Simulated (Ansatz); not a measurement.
# CuPd: the cost of one run

Computed with Ansatz 0.2.0 (DFT PBEsol, scalar-relativistic, unless a step's input says otherwise).

## Step 1: The system as given

It takes space group Pm-3m (No. 221, cubic). The conventional cell has a = 2.988 Å, b = 2.988 Å, c = 2.988 Å, α = 90.00°, β = 90.00°, γ = 90.00°. Cu (site symmetry m-3m) is surrounded by 8 Pd at 2.59 Å. Around Pd (site symmetry m-3m) lie 8 Cu at 2.59 Å.

As a file:

```
CELL_PARAMETERS angstrom
2.98800 0.00000 0.00000
0.00000 2.98800 0.00000
0.00000 0.00000 2.98800
ATOMIC_POSITIONS crystal
Cu 0.00000 0.00000 0.00000
Pd 0.50000 0.50000 0.50000
```

Atoms are numbered in the order of the input: Cu1, Pd2.

## Step 2: The deformed structure

Space group Pm-3m before, P4/mmm after.

## Step 3: All-electron LAPW

input.yaml

```yaml
crystal:
  lattice:
    - [3.04776, 0.0, 0.0]
    - [0.0, 3.04776, 0.0]
    - [0.0, 0.0, 2.988]
  atoms:
    - { symbol: Cu, position: [0.0, 0.0, 0.0] }
    - { symbol: Pd, position: [0.5, 0.5, 0.5] }
kpoints:
  mp_grid: { grid: [14, 14, 14] }
  band_path:
    path:
      - [0.0, 0.0, 0.0]
      - [0.0, 0.5, 0.0]
      - [0.5, 0.5, 0.0]
      - [0.0, 0.0, 0.0]
      - [0.0, 0.0, 0.5]
      - [0.0, 0.5, 0.5]
      - [0.5, 0.5, 0.5]
      - [0.0, 0.0, 0.5]
      - [0.0, 0.5, 0.0]
    npoints: 5
scf:
  occupations: { method: fermi_dirac, width: 0.05 }
hamiltonian:
  xc: pbesol
  pseudopotentials: { kind: all_electron, lapw: { basis_error: 0.00025 } }
output:
  forces: true
  stress: true
  eigenvalues: true
```

Command:

```bash
> ansatz run input.yaml --threads 1 --pin off --max-ram 3072MiB --backend cpu --events-out ev --progress --plain --runs-dir out
```

Q: Estimate wall time and peak memory on 1 thread of Intel Xeon 6975P-C (Granite Rapids), shared host.

About 80 s, with a peak of 1.2 GiB.
